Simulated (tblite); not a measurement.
# C4H8BrFSi: the cost of one run

Computed with tblite 0.8.0 and PySCF 2.14.0, with density-fitted response routines of our own, on a single molecule in the gas phase. Atoms are numbered from 0 throughout.

### 1 The starting structure

15 atoms, charge 0, multiplicity 1; geometry from: force field or distance geometry start.

Bonds of the start (Å): C0–C1 1.34, C1–C2 1.49, C1–Si3 1.83, Si3–C4 1.84, C4–F5 1.35, C4–Br6 1.93, C0–H7 1.10, C0–H8 1.08, C2–H9 1.10, C2–H10 1.12, C2–H11 1.12, Si3–H12 1.48, Si3–H13 1.46, C4–H14 1.12.

### 2 Relaxing the molecule with GFN2-xTB

Job settings and geometry (Å):

```
{"job": {"kind": "relax", "xc": "GFN2-xTB", "basis": "xTB"}, "charge": 0, "multiplicity": 1}
C     -0.589200    -0.595600     1.517300
C     -0.754700    -0.002600     0.323500
C     -2.130200     0.266200    -0.184500
Si     0.642000     0.504100    -0.740000
C      2.204900    -0.438300    -0.481100
F      2.050700    -1.352200     0.500600
Br     3.573200     0.839500    -0.015500
H     -1.508200    -0.842600     2.066800
H      0.364400    -0.827300     1.960600
H     -2.618300    -0.679000    -0.450800
H     -2.113900     0.948700    -1.075800
H     -2.689100     0.853700     0.593100
H      0.864000     1.936800    -0.454800
H      0.247600     0.355500    -2.140800
H      2.452300    -0.958900    -1.440500
```

On the command line:

```bash
OMP_NUM_THREADS=1 python probes_run.py task.json out
```

One launch serves the whole session: the jobs run in the order shown.

Q: Estimate the wall time of this first job on 1 thread of Arm Neoverse N1, shared host.

About 2.3 s.
